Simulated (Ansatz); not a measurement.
# Bi2Te3 (Tellurobismuthite): the cost of one run

Computed with Ansatz 0.2.0 (DFT, PBE, plane-wave PAW, default files, scalar-relativistic, unless a step's input says otherwise).

1 further run of the same task is left out (it didn't finish).

### 1 The structure to begin with

The structure is trigonal, space group R-3m (No. 166). The conventional cell has a = 4.386 Å, b = 4.386 Å, c = 30.497 Å, α = 90.00°, β = 90.00°, γ = 120.00°. Around Bi (site symmetry 3m) lie 6 Te at 3.07 to 3.25 Å. Te (site symmetry -3m) is surrounded by 6 Bi at 3.25 Å. Te (site symmetry 3m) has 3 Bi at 3.07 Å as nearest neighbours.

Structure file:

```
CELL_PARAMETERS angstrom
2.19300 1.26613 10.16567
-2.19300 1.26613 10.16567
0.00000 -2.53226 10.16567
ATOMIC_POSITIONS crystal
Bi 0.40000 0.40000 0.40000
Bi 0.60000 0.60000 0.60000
Te 0.00000 0.00000 0.00000
Te 0.20950 0.20950 0.20950
Te 0.79050 0.79050 0.79050
```

The earlier run gave: gap on the mesh 0.29 eV, largest force 0.050 eV/Å, pressure 1.9 GPa.

Like atoms gathered into sites:

| site | atoms | first shell | V_zz (10²¹ V/m²) | η | C_Q (MHz) |
| --- | --- | --- | --- | --- | --- |
| Bi | 1, 2 | 6 Te at 3.07–3.25 Å | 3.03 | 0.00 | -37.8 (²⁰⁹Bi) |
| Te3 | 3 | 6 Bi at 3.25 Å | 9.93 | 0.00 | – |
| Te4 | 4, 5 | 3 Bi at 3.07 Å, 3 Te at 3.64 Å | 0.31 | 0.00 | – |

V_zz is the principal component of the electric field gradient with the largest magnitude, η = (V_xx − V_yy)/V_zz and C_Q = eQV_zz/h. Quadrupole moments are those of Pyykkö's year-2017 table. A dash under C_Q marks elements without a common quadrupolar isotope.

### 2 Z stretched by +2 %, ions relaxed

input.yaml reads:

```yaml
crystal:
  lattice:
    - [2.193, 1.2661291403, 10.36898]
    - [-2.193, 1.2661291403, 10.36898]
    - [0.0, -2.5322582807, 10.36898]
  atoms:
    - { symbol: Bi, position: [0.3999813027, 0.3999813027, 0.3999813027] }
    - { symbol: Bi, position: [0.6000186973, 0.6000186973, 0.6000186973] }
    - { symbol: Te, position: [0.0, 0.0, 0.0] }
    - { symbol: Te, position: [0.2097944549, 0.2097944549, 0.2097944549] }
    - { symbol: Te, position: [0.7902055451, 0.7902055451, 0.7902055451] }
kpoints:
  mp_grid: { grid: [12, 12, 12] }
scf:
  occupations: { method: fermi_dirac, width: 0.02 }
hamiltonian:
  xc: pbe
  pseudopotentials: { kind: paw }
output:
  forces: true
  stress: true
  populations: true
  efg: { quadrupole_moments_barn: { Bi: -0.516 }, contact_densities: true }
  write_density: true
  write_potential: true
  elf: true
  volumetric_format: npy
relax:
  f_tol: 0.02
  max_steps: 60
```

The run is started by

```console
ansatz run input.yaml --threads 1 --pin off --max-ram 3072MiB --backend cpu --events-out ev --progress --plain --runs-dir out
```

Q: Estimate wall time and peak memory on 1 thread of Intel Xeon Platinum 8259CL at 2.50GHz (Skylake/Cascade Lake), shared host.

About 4.1 min, with a peak of 1.5 GiB.
